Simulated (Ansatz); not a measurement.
**TaC (octet): the correlation ladder, def2-TZVPP**

One table from this session's results is given with a row withheld; the runs are named, their logs left out.

The runs use Ansatz 0.2.0, Gaussian basis; def2-TZVPP, core rule «outside noble gas», up to 5 orbitals frozen.

To be run: UHF; ROHF; CCSD(T) on UHF.

## The system

The geometry is a PBE0/def2-TZVP stationary point (not a proven minimum) of the parent state, kept for this charge and spin. No spin-orbit coupling is included. Elements past krypton take def2 core potentials.

2 atoms, charge 0, spin multiplicity 8.

Atoms are counted from 1 here; the program's logs count them from 0.

Bond lengths: Ta1–C2 1.984 Å.

Geometry (Å):

```xyz
2
charge 0, multiplicity 8
Ta    0.00000    0.00000    0.00000
C     0.00000    0.00000    1.98380
```

Set-up of the first run:

The input, in.yaml:

```yaml
crystal:
  periodic: [false, false, false]
  atoms:
    - {symbol: Ta, position_ang: [0.000000, 0.000000, 0.000000]}
    - {symbol: C, position_ang: [0.000000, 0.000000, 1.983800]}
basis:
  gaussian: {orbitals: def2-TZVPP}
magnetization: {spin_polarized: true, initial_magnetization: 7}
hamiltonian: {xc: hf}
output: {orbitals: {seedname: orbitals}}
```

The run is started by

```bash
$ ansatz run in.yaml --threads 1 --pin off --events-out ev --progress --plain --max-ram 4096MiB --backend cpu
```

Steps of the session up to this table: UHF; ROHF; CCSD(T) on UHF.

One table of the session follows, with a row left open; its other results are not shown here.

| method | from UCCSD(T) (meV) |
| --- | --- |
| ROHF | ? |
| UHF | +4635.2 |
| UMP2 | +802.8 |
| UCCSD | +188.0 |
| UCCSD(T) | 0 |

Estimate the missing values for ROHF.

**Answer.** from UCCSD(T) (meV): +4780.0. In the column «from UCCSD(T) (meV)» it is the highest.
